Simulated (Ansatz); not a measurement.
# ClH4NSi + HBr: a complex and its separated parts, part 2 of 2

Ansatz 0.2.0, Gaussian basis. Earlier steps stand in the parts before.

### 13 CAM-B3LYP-D4/def2-TZVPP

The inputs:

parta/in.yaml

```yaml
crystal:
  periodic: [false, false, false]
  atoms:
    - {symbol: Si, position_ang: [-0.871237, -0.127265, -0.673360]}
    - {symbol: N, position_ang: [0.326117, -0.600899, 0.437777]}
    - {symbol: H, position_ang: [-1.726183, 0.893224, -0.031305]}
    - {symbol: H, position_ang: [-0.204118, 0.355698, -1.900650]}
    - {symbol: Cl, position_ang: [-2.154878, -1.633534, -1.285391]}
    - {symbol: H, position_ang: [1.107100, -1.161819, 0.136937]}
    - {symbol: H, position_ang: [0.082811, -0.800110, 1.394949]}
basis:
  gaussian: {orbitals: def2-TZVPP}
hamiltonian: {xc: {name: CAM-B3LYP}, dispersion: d4}
```

partb/in.yaml

```yaml
crystal:
  periodic: [false, false, false]
  atoms:
    - {symbol: H, position_ang: [1.339775, 0.955130, 0.817416]}
    - {symbol: Br, position_ang: [2.100716, 2.119774, 1.103626]}
basis:
  gaussian: {orbitals: def2-TZVPP}
hamiltonian: {xc: {name: CAM-B3LYP}, dispersion: d4}
```

The same command starts each run, in its folder.

Command:

```console
$ ansatz run in.yaml --threads 8 --pin off --events-out ev --progress --plain --max-ram 19148MiB
```

Output in parta (excerpt; [...] marks lines left out):

```text
Functional definition: CAM-B3LYP
  name "CAM-B3LYP"
  cite "Yanai, Tew & Handy, Chem. Phys. Lett. 393, 51 (2004) doi:10.1016/j.cplett.2004.06.011"
  cite "Iikura, Tsuneda, Yanai & Hirao, J. Chem. Phys. 115, 3540 (2001) doi:10.1063/1.1383587"
  cite "Becke, Phys. Rev. A 38, 3098 (1988) doi:10.1103/PhysRevA.38.3098"
  cite "Lee, Yang & Parr, Phys. Rev. B 37, 785 (1988) doi:10.1103/PhysRevB.37.785"
[...]
  # Exact exchange under (alpha + beta erf(omega r))/r, Becke's under what is left of 1/r.
[...]
995 factors; their error is unknown
230 factors; integrals over basis functions are off by at most 1.4e-5 eV
[...]
mean field -21958.97845954 eV, -806.9775740580 hartree, gradient 2.1e-5 eV, S^2 0.000000; 0 other end points of the search recorded, 0 dependent functions left out
reference -21958.97857704 eV, -806.9775783759 hartree; 21, 21 occupied and 150, 150 virtual orbitals, 995 factors
Total energy: -21959.08821721 eV, -806.9816075778 hartree
```

Output in partb (excerpt; [...] marks lines left out):

```text
[... 6 set-up lines as earlier in the session ...]
[...]
  # Exact exchange under (alpha + beta erf(omega r))/r, Becke's under what is left of 1/r.
[...]
472 factors; their error is unknown
81 factors; integrals over basis functions are off by at most 1.2e-4 eV
[...]
mean field -70066.16346692 eV, -2574.8840148578 hartree, gradient 3.1e-5 eV, S^2 0.000000; 0 other end points of the search recorded, 0 dependent functions left out
reference -70066.16354361 eV, -2574.8840176764 hartree; 18, 18 occupied and 44, 44 virtual orbitals, 472 factors
Total energy: -70066.16902124 eV, -2574.8842189753 hartree
```

They took 0.9 s (parta), 0.25 s (partb) on 8 threads of Intel Xeon Platinum 8488C, shared host.

### 14 wB97X-V/def2-TZVPP

The same edit goes into each in.yaml of step 13 (parta, partb):

```diff
-hamiltonian: {xc: {name: CAM-B3LYP}, dispersion: d4}
+hamiltonian: {xc: {name: wB97X-V}}
```

The same command starts each run, in its folder.

Command:

```console
$ ansatz run in.yaml --threads 8 --pin off --events-out ev --progress --plain --max-ram 19148MiB
```

Log of parta (excerpt; [...] marks lines left out):

```text
Functional definition: wB97X-V
  name "wB97X-V"
  cite "Mardirossian & Head-Gordon, Phys. Chem. Chem. Phys. 16, 9904 (2014) doi:10.1039/C3CP54374A"
[... 2 set-up lines as earlier in the session ...]
[...]
      + integral(e_c_pw_opposite_spin*poly(b97_u_opposite, cos0, cos1)) + vv10(b, c)
992 factors; their error is unknown
205 factors; integrals over basis functions are off by at most 4.0e-5 eV
[...]
mean field -21955.48414896 eV, -806.8491605126 hartree, gradient 7.7e-5 eV, S^2 0.000000; 0 other end points of the search recorded, 0 dependent functions left out
reference -21955.48414720 eV, -806.8491604481 hartree; 21, 21 occupied and 150, 150 virtual orbitals, 992 factors
Total energy: -21955.48414720 eV, -806.8491604481 hartree
```

partb printed (excerpt; [...] marks lines left out):

```text
[... 5 set-up lines as earlier in the session ...]
[...]
      + integral(e_c_pw_opposite_spin*poly(b97_u_opposite, cos0, cos1)) + vv10(b, c)
472 factors; their error is unknown
72 factors; integrals over basis functions are off by at most 1.1e-4 eV
[...]
mean field -70056.29634320 eV, -2574.5214047495 hartree, gradient 1.2e-5 eV, S^2 0.000000; 0 other end points of the search recorded, 0 dependent functions left out
reference -70056.29634214 eV, -2574.5214047104 hartree; 18, 18 occupied and 44, 44 virtual orbitals, 472 factors
Total energy: -70056.29634214 eV, -2574.5214047104 hartree
```

Wall times: 1.6 s (parta), 0.35 s (partb) on 8 threads of Intel Xeon Platinum 8488C, shared host.

### 15 wB97M-V/def2-TZVPP

The same edit goes into each in.yaml of step 14 (parta, partb):

```diff
-hamiltonian: {xc: {name: wB97X-V}}
+hamiltonian: {xc: {name: wB97M-V}}
```

One command serves all of them, each in its own folder.

Command:

```console
$ ansatz run in.yaml --threads 8 --pin off --events-out ev --progress --plain --max-ram 19148MiB
```

Log of parta (excerpt; [...] marks lines left out):

```text
Functional definition: wB97M-V
  name "wB97M-V"
  cite "Mardirossian & Head-Gordon, J. Chem. Phys. 144, 214110 (2016) doi:10.1063/1.4952647"
[... 2 set-up lines as earlier in the session ...]
  # Of w^i u^j: cxij and so on, Table III.
[...]
  gx(w, u) = 1 - cx + cx01*u + cx10*w
[...]
      + integral(e_c_pw_mod_opposite_spin*gos(b97_w_opposite, b97_u_opposite)) + vv10(b, c)
992 factors; their error is unknown
205 factors; integrals over basis functions are off by at most 4.0e-5 eV
[...]
mean field -21957.13666513 eV, -806.9098893617 hartree, gradient 8.2e-5 eV, S^2 0.000000; 0 other end points of the search recorded, 0 dependent functions left out
reference -21957.13670788 eV, -806.9098909329 hartree; 21, 21 occupied and 150, 150 virtual orbitals, 992 factors
Total energy: -21957.13670788 eV, -806.9098909329 hartree
```

Log of partb (excerpt; [...] marks lines left out):

```text
[... 5 set-up lines as earlier in the session ...]
  # Of w^i u^j: cxij and so on, Table III.
[...]
  gx(w, u) = 1 - cx + cx01*u + cx10*w
[...]
      + integral(e_c_pw_mod_opposite_spin*gos(b97_w_opposite, b97_u_opposite)) + vv10(b, c)
467 factors; their error is unknown
72 factors; integrals over basis functions are off by at most 1.1e-4 eV
[...]
mean field -70058.67558965 eV, -2574.6088404436 hartree, gradient 8.6e-6 eV, S^2 0.000000; 0 other end points of the search recorded, 0 dependent functions left out
reference -70058.67561545 eV, -2574.6088413919 hartree; 18, 18 occupied and 44, 44 virtual orbitals, 467 factors
Total energy: -70058.67561545 eV, -2574.6088413919 hartree
```

They took 1.8 s (parta), 0.35 s (partb) on 8 threads of Intel Xeon Platinum 8488C, shared host.

### 16 B2PLYP/def2-TZVPP

Each input of step 15 (parta, partb) changes in the same lines:

```diff
-hamiltonian: {xc: {name: wB97M-V}}
+hamiltonian: {xc: {name: B2PLYP}}
```

One command serves all of them, each in its own folder.

Command:

```console
$ ansatz run in.yaml --threads 8 --pin off --events-out ev --progress --plain --max-ram 19148MiB
```

Log of parta (excerpt; [...] marks lines left out):

```text
Functional definition: B2PLYP
  name "B2PLYP"
  cite "Grimme, J. Chem. Phys. 124, 034108 (2006) doi:10.1063/1.2148954"
[... 2 set-up lines as earlier in the session ...]
[...]
988 factors; integrals over basis functions are off by at most 9.6e-4 eV
[...]
mean field -21946.32568954 eV, -806.5125933368 hartree, gradient 7.5e-6 eV, S^2 0.000000; 0 other end points of the search recorded, 0 dependent functions left out
11 core orbitals not correlated: weight in the atoms' cores, before any rotation towards them, 1.000 or more for the frozen orbitals, at most 0.000 for the correlated occupied ones
reference -21946.32584387 eV, -806.5125990082 hartree; 10, 10 occupied and 150, 150 virtual orbitals, 988 factors
second order -17.48591851 eV of doubles, -0.00000000 eV of singles
Total energy: -21951.04704187 eV, -806.6860998345 hartree
```

partb printed (excerpt; [...] marks lines left out):

```text
[... 5 set-up lines as earlier in the session ...]
[...]
399 factors; integrals over basis functions are off by at most 1.5e-3 eV
[...]
mean field -70049.78227158 eV, -2574.2820170327 hartree, gradient 1.6e-6 eV, S^2 0.000000; 0 other end points of the search recorded, 0 dependent functions left out
9 core orbitals not correlated: weight in the atoms' cores, before any rotation towards them, 1.000 or more for the frozen orbitals, at most 0.000 for the correlated occupied ones
reference -70049.78237231 eV, -2574.2820207346 hartree; 9, 9 occupied and 44, 44 virtual orbitals, 399 factors
second order -9.24613787 eV of doubles, -0.00000000 eV of singles
Total energy: -70052.27882954 eV, -2574.3737638455 hartree
```

They took 1.1 s (parta), 0.3 s (partb) on 8 threads of Intel Xeon Platinum 8488C, shared host.

### 17 PBE-QIDH/def2-TZVPP

The same edit goes into each in.yaml of step 16 (parta, partb):

```diff
-hamiltonian: {xc: {name: B2PLYP}}
+hamiltonian: {xc: {name: PBE-QIDH}}
```

The same command starts each run, in its folder.

Command:

```console
$ ansatz run in.yaml --threads 8 --pin off --events-out ev --progress --plain --max-ram 19148MiB
```

Log of parta (excerpt; [...] marks lines left out):

```text
Functional definition: PBE-QIDH
  name "PBE-QIDH"
  cite "Brémond, Sancho-García, Pérez-Jiménez & Adamo, J. Chem. Phys. 141, 031101 (2014) doi:10.1063/1.4890314"
[... 1 set-up line as earlier in the session ...]
[...]
988 factors; integrals over basis functions are off by at most 9.6e-4 eV
[...]
mean field -21939.70778256 eV, -806.2693897411 hartree, gradient 1.9e-6 eV, S^2 0.000000; 0 other end points of the search recorded, 0 dependent functions left out
11 core orbitals not correlated: weight in the atoms' cores, before any rotation towards them, 1.000 or more for the frozen orbitals, at most 0.000 for the correlated occupied ones
reference -21939.70779401 eV, -806.2693901618 hartree; 10, 10 occupied and 150, 150 virtual orbitals, 988 factors
second order -16.25124903 eV of doubles, -0.00000000 eV of singles
Total energy: -21945.12487702 eV, -806.4684642905 hartree
```

partb printed (excerpt; [...] marks lines left out):

```text
[... 4 set-up lines as earlier in the session ...]
[...]
399 factors; integrals over basis functions are off by at most 1.5e-3 eV
[...]
mean field -70043.31103076 eV, -2574.0442033191 hartree, gradient 1.0e-6 eV, S^2 0.000000; 0 other end points of the search recorded, 0 dependent functions left out
9 core orbitals not correlated: weight in the atoms' cores, before any rotation towards them, 1.000 or more for the frozen orbitals, at most 0.000 for the correlated occupied ones
reference -70043.31103788 eV, -2574.0442035808 hartree; 9, 9 occupied and 44, 44 virtual orbitals, 399 factors
second order -8.68128835 eV of doubles, -0.00000000 eV of singles
Total energy: -70046.20480067 eV, -2574.1505474016 hartree
```

Times: 1.1 s (parta), 0.25 s (partb) on 8 threads of Intel Xeon Platinum 8488C, shared host.

### 18 RPA on PBE/def2-TZVPP

Each input of step 17 (parta, partb) changes in the same lines:

```diff
-hamiltonian: {xc: {name: PBE-QIDH}}
+hamiltonian: {xc: pbe}
+correlation: {method: rpa}
```

The same command starts each run, in its folder.

Command:

```console
$ ansatz run in.yaml --threads 8 --pin off --events-out ev --progress --plain --max-ram 19148MiB
```

Output in parta (excerpt; [...] marks lines left out):

```text
[... 4 set-up lines as earlier in the session ...]
[...]
988 factors; integrals over basis functions are off by at most 9.6e-4 eV
[...]
mean field -21947.82480034 eV, -806.5676846425 hartree, gradient 7.0e-7 eV, S^2 0.000000; 0 other end points of the search recorded, 0 dependent functions left out
11 core orbitals not correlated: weight in the atoms' cores, before any rotation towards them, 1.000 or more for the frozen orbitals, at most 0.000 for the correlated occupied ones
reference -21913.59868421 eV, -805.3098980740 hartree; 10, 10 occupied and 150, 150 virtual orbitals, 988 factors
Total energy: -21938.00972768 eV, -806.2069873751 hartree
```

partb printed (excerpt; [...] marks lines left out):

```text
[... 4 set-up lines as earlier in the session ...]
[...]
399 factors; integrals over basis functions are off by at most 1.5e-3 eV
[...]
mean field -70052.13661202 eV, -2574.3685374480 hartree, gradient 4.1e-6 eV, S^2 0.000000; 0 other end points of the search recorded, 0 dependent functions left out
9 core orbitals not correlated: weight in the atoms' cores, before any rotation towards them, 1.000 or more for the frozen orbitals, at most 0.000 for the correlated occupied ones
reference -70014.55948984 eV, -2572.9876036786 hartree; 9, 9 occupied and 44, 44 virtual orbitals, 399 factors
Total energy: -70026.49302813 eV, -2573.4261531219 hartree
```

They took 1 s (parta), 0.25 s (partb) on 8 threads of Intel Xeon Platinum 8488C, shared host.

### 19 CCSD(T)/def2-TZVPP

Each input of step 18 (parta, partb) changes in the same lines:

```diff
-hamiltonian: {xc: pbe}
-correlation: {method: rpa}
+correlation: {method: ccsd_t}
```

One command serves all of them, each in its own folder.

Command:

```console
$ ansatz run in.yaml --threads 8 --pin off --events-out ev --progress --plain --max-ram 19148MiB
```

Log of parta (excerpt; [...] marks lines left out):

```text
Functional definition: HF
  name "HF"
  cite "Fock, Z. Phys. 61, 126 (1930) doi:10.1007/BF01340294"
[... 1 set-up line as earlier in the session ...]
[...]
988 factors; integrals over basis functions are off by at most 9.6e-4 eV
[...]
mean field -21914.63582362 eV, -805.3480122442 hartree, gradient 3.6e-6 eV, S^2 0.000000; 0 other end points of the search recorded, 0 dependent functions left out
11 core orbitals not correlated: weight in the atoms' cores, before any rotation towards them, 1.000 or more for the frozen orbitals, at most 0.000 for the correlated occupied ones
reference -21914.63582362 eV, -805.3480122442 hartree; 10, 10 occupied and 150, 150 virtual orbitals, 988 factors
second order -14.43608295 eV of doubles, -0.00000000 eV of singles
cycle   1  -15.10102509 eV  change   -6.6e-1 eV  update   7.2e-2
[...]
cycle   9  -15.49376511 eV  change    2.0e-6 eV  update   8.2e-6
perturbative correction -0.58368836 eV, -0.0214501517 hartree
Total energy: -21930.71327709 eV, -805.9388477617 hartree
```

Output in partb (excerpt; [...] marks lines left out):

```text
[... 4 set-up lines as earlier in the session ...]
[...]
399 factors; integrals over basis functions are off by at most 1.5e-3 eV
[...]
mean field -70014.93839684 eV, -2573.0015282542 hartree, gradient 1.4e-6 eV, S^2 0.000000; 0 other end points of the search recorded, 0 dependent functions left out
9 core orbitals not correlated: weight in the atoms' cores, before any rotation towards them, 1.000 or more for the frozen orbitals, at most 0.000 for the correlated occupied ones
reference -70014.93839684 eV, -2573.0015282542 hartree; 9, 9 occupied and 44, 44 virtual orbitals, 399 factors
second order -7.83906007 eV of doubles, -0.00000000 eV of singles
cycle   1  -7.92763434 eV  change   -8.9e-2 eV  update   4.5e-2
[...]
cycle   7  -8.11356051 eV  change   -4.5e-6 eV  update   1.2e-5
perturbative correction -0.24159159 eV, -0.0088783272 hartree
Total energy: -70023.29354895 eV, -2573.3085744307 hartree
```

Wall times: 5.5 s (parta), 0.3 s (partb) on 8 threads of Intel Xeon Platinum 8488C, shared host; peak memory 1.4 GiB.

### 20 Vibrations of ClH4NSi

Input file vib-parta/in.yaml:

```yaml
crystal:
  periodic: [false, false, false]
  atoms:
    - {symbol: Si, position_ang: [-0.871237, -0.127265, -0.673360]}
    - {symbol: N, position_ang: [0.326117, -0.600899, 0.437777]}
    - {symbol: H, position_ang: [-1.726183, 0.893224, -0.031305]}
    - {symbol: H, position_ang: [-0.204118, 0.355698, -1.900650]}
    - {symbol: Cl, position_ang: [-2.154878, -1.633534, -1.285391]}
    - {symbol: H, position_ang: [1.107100, -1.161819, 0.136937]}
    - {symbol: H, position_ang: [0.082811, -0.800110, 1.394949]}
basis:
  gaussian: {orbitals: def2-TZVP}
hamiltonian: {xc: pbe0, dispersion: d4}
phonons: {temperatures: {t_min: 298.15, t_max: 900, t_step: 200}}
```

Command:

```console
$ ansatz run in.yaml --threads 8 --pin off --events-out ev --progress --plain --max-ram 19148MiB
```

Output (excerpt; [...] marks lines left out):

```text
[... 5 set-up lines as earlier in the session ...]
[...]
867 factors; their error is unknown
[...]
mean field -21949.75644101 eV, -806.6386711279 hartree, gradient 1.5e-5 eV, S^2 0.000000; 0 other end points of the search recorded, 0 dependent functions left out
[...]
Atom 4 at    -2.154878    -1.633534    -1.285391 Å, force    -0.000522    -0.000909    -0.000206 eV/Å
Atom 5 at     1.107100    -1.161819     0.136937 Å, force    -0.001445     0.001200    -0.000185 eV/Å
Atom 6 at     0.082811    -0.800110     1.394949 Å, force    -0.000346     0.000762    -0.001584 eV/Å
Dipole moment:     0.327054     0.006568     0.264386 e Å
Vibrations: 232.74 242.94 430.23 526.43 536.43 758.77 875.17 899.15 911.80 939.91 1585.34 2261.51 2271.19 3602.89 3695.89 cm⁻¹, zero-point energy 1.225609 eV
```

Run time: 18 s. Hardware: 8 threads of Intel Xeon Platinum 8488C, shared host.

Wavenumbers and character of the modes:

```tsv
mode	wavenumber (cm⁻¹)	character
1	233	bend
2	243	torsion
3	430	torsion
4	526	Si–Cl stretch
5	536	bend with torsion
6	759	bend
7	875	Si–N stretch with bend
8	899	bend with wag or twist
9	912	bend
10	940	bend with wag or twist
11	1585	bend
12	2262	Si–H stretch
13	2271	Si–H stretch
14	3603	N–H stretch
15	3696	N–H stretch
```

Vibrational sums (real modes only):

```tsv
T (K)	entropy (J/mol/K)	heat capacity (J/mol/K)
298	27.0	42.2
498	54.6	64.9
698	78.9	78.7
898	99.9	88.2
```

### 21 Vibrations of HBr

Input file vib-partb/in.yaml:

```yaml
crystal:
  periodic: [false, false, false]
  atoms:
    - {symbol: H, position_ang: [1.339775, 0.955130, 0.817416]}
    - {symbol: Br, position_ang: [2.100716, 2.119774, 1.103626]}
basis:
  gaussian: {orbitals: def2-TZVP}
hamiltonian: {xc: pbe0, dispersion: d4}
phonons: {temperatures: {t_min: 298.15, t_max: 900, t_step: 200}}
```

Command:

```console
$ ansatz run in.yaml --threads 8 --pin off --events-out ev --progress --plain --max-ram 19148MiB
```

Output (excerpt; [...] marks lines left out):

```text
[... 5 set-up lines as earlier in the session ...]
[...]
457 factors; their error is unknown
[...]
mean field -70054.57278162 eV, -2574.4580650297 hartree, gradient 2.1e-5 eV, S^2 0.000000; 0 other end points of the search recorded, 0 dependent functions left out
[...]
reference -70054.57270383 eV, -2574.4580621708 hartree; 18, 18 occupied and 36, 36 virtual orbitals, 457 factors
Total energy: -70054.57831815 eV, -2574.4582684932 hartree
Atom 0 at     1.339775     0.955130     0.817416 Å, force    -0.003017    -0.004618    -0.001135 eV/Å
Atom 1 at     2.100716     2.119774     1.103626 Å, force     0.003017     0.004618     0.001135 eV/Å
Dipole moment:    -0.106247    -0.162614    -0.039962 e Å
Vibrations: 2668.92 cm⁻¹, zero-point energy 0.165452 eV
```

It took 1.6 s on 8 threads of Intel Xeon Platinum 8488C, shared host.

The modes, with what each moves most:

```tsv
mode	wavenumber (cm⁻¹)	character
1	2669	Br–H stretch
```

Vibrational sums (real modes only):

```tsv
T (K)	entropy (J/mol/K)	heat capacity (J/mol/K)
298	0.0	0.0
498	0.0	0.2
698	0.2	1.0
898	0.6	2.2
```

### 22 Complex less separated parts

The complex's own energies come from single points at the same levels.

Rows are in def2-TZVPP; times add the 3 runs of a level on a shared host, so small differences are noise.

Differences are taken before rounding.

```tsv
method	rung	complex less parts (eV)	from CCSD(T) (eV)	time
SPW92	LDA	-0.450	-0.267	1.2 s
PBE-D4	GGA	-0.318	-0.135	1.5 s
BLYP-D4	GGA	-0.277	-0.094	1.7 s
r2SCAN-D4	meta-GGA	-0.268	-0.085	2.8 s
B97M-V	meta-GGA	-0.191	-0.008	4.2 s
PBE0-D4	hybrid	-0.271	-0.089	2.2 s
B3LYP-D4	hybrid	-0.247	-0.064	2.2 s
r2SCAN0-D4	hybrid	-0.240	-0.057	3.5 s
BHLYP-D4	hybrid	-0.204	-0.021	2.3 s
CAM-B3LYP-D4	range-separated hybrid	-0.221	-0.038	2.6 s
wB97X-V	range-separated hybrid	-0.190	-0.007	4.8 s
wB97M-V	range-separated hybrid	-0.185	-0.003	5.2 s
B2PLYP	double hybrid	-0.175	+0.008	3.7 s
PBE-QIDH	double hybrid	-0.211	-0.028	3.8 s
RPA on PBE	RPA	-0.137	+0.046	3.3 s
Hartree-Fock	wavefunction	0.042	+0.225	
MP2	wavefunction	-0.229	-0.046	
CCSD	wavefunction	-0.140	+0.042	
CCSD(T)	wavefunction	-0.183	0	48 s
```

Among the levels timed on like hardware and quicker than the yardstick, those that no quicker one beats, quickest first: SPW92 (1.2 s, -0.267 eV); PBE-D4 (1.5 s, -0.135 eV); BLYP-D4 (1.7 s, -0.094 eV); B3LYP-D4 (2.2 s, -0.064 eV); BHLYP-D4 (2.3 s, -0.021 eV); B2PLYP (3.7 s, +0.008 eV); wB97X-V (4.8 s, -0.007 eV); wB97M-V (5.2 s, -0.003 eV).

wB97M-V reaches 0.003 eV from the reference in 5.2 s, where CCSD(T) took 48 s; the quickest level in the cost chart, SPW92, takes 1.2 s and misses by 0.267 eV.

The complex's zero-point energy, from a separate PBE0-D4 run, is 1.463 eV.

### 23 Summary of results

The summary covers parts 1 to 2.

| quantity | value |
| --- | --- |
| complex less parts, CCSD(T)/def2-TZVPP | -0.183 eV |
| with zero-point energy | -0.111 eV |
| largest T1 diagnostic | 0.009 |

What this shows: At CCSD(T) the complex lies 0.183 eV below its parts. Among the functionals wB97M-V lands nearest to CCSD(T) (-0.003 eV) and SPW92 farthest (-0.267 eV). Mean unsigned error by rung: LDA 0.267, GGA 0.115, meta-GGA 0.047, hybrid 0.058, range-separated hybrid 0.016, double hybrid 0.018 eV. The double hybrids carry no dispersion term here, unlike the levels marked D4 or V. PBE-D4 gives a relative energy 0.135 eV too low, outside chemical accuracy (1 kcal/mol, 0.043 eV). No counterpoise was applied, and triple zeta lacks some correlation, so the CCSD(T) reference has a basis error of its own, and close matches with it are partly luck.
